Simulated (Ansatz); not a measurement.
**CuF: a single-point run**

The task is a single-point run on CuF. The structure is shown as the input types it. The cell is built on a prototype (wurtzite) and needn't be the phase found in nature.

Method: density functional or hybrid calculation with the settings of its input, plane waves, in Ansatz 0.2.0.

2 further runs of the same task are left out: 1 for a known fault of the program, 1 that didn't finish.

## 1. The system as given

The structure is hexagonal, space group P6_3mc (No. 186). Conventional cell: a = 2.790 Å, b = 2.790 Å, c = 6.721 Å, α = 90.00°, β = 90.00°, γ = 120.00°. Around Cu (site symmetry 3m) lie 4 F at 1.90 to 2.17 Å. Around F (site symmetry 3m) lie 4 Cu at 1.90 to 2.17 Å.

Structure file:

```xyz
4
Lattice="2.7898 0.0000 0.0000 -1.3949 2.4160 0.0000 0.0000 0.0000 6.7211" Properties=species:S:1:pos:R:3 pbc="T T T"
Cu    0.0000    1.6107    0.3091
Cu    1.3949    0.8053    3.6696
F     0.0000    1.6107    2.2113
F     1.3949    0.8053    5.5719
```

## 2. The run

The input, input.yaml:

```yaml
crystal:
  lattice:
    - [2.7897758173, 0.0, 0.0]
    - [-1.3948879087, 2.4160167287, 0.0]
    - [0.0, 0.0, 6.7211226191]
  atoms:
    - { symbol: Cu, position: [0.3333333333, 0.6666666667, 0.0459865616] }
    - { symbol: Cu, position: [0.6666666667, 0.3333333333, 0.5459865616] }
    - { symbol: F, position: [0.3333333333, 0.6666666667, 0.3290134384] }
    - { symbol: F, position: [0.6666666667, 0.3333333333, 0.8290134384] }
kpoints:
  mp_grid: { grid: [2, 4, 6] }
hamiltonian:
  xc: pbe
scf:
  occupations: { method: fermi_dirac, width: 0.02 }
  n_extra_bands: 5
output:
  forces: true
  stress: true
  eigenvalues: true
```

Command:

```sh
> ansatz run input.yaml --threads 4 --pin off --max-ram 3686MiB --backend cpu --events-out ev --progress --plain --runs-dir out
```

What happens when this is run?

The run converged and reported no error, with warnings (symmetry narrowed by mesh). Its log warns: «crystal.symmetry: narrowed to the stabiliser of the k-point mesh — unitary ops 12 → 4; excluded 8 operations that carry a point of the 2×4×6 mesh (shift [0, 0 ...»

Look at the input: kpoints.mp_grid.grid is [2, 4, 6]. Unequal divisions along equivalent axes break the crystal's symmetry in the sampling.

The test: set kpoints.mp_grid.grid to [4, 4, 4].
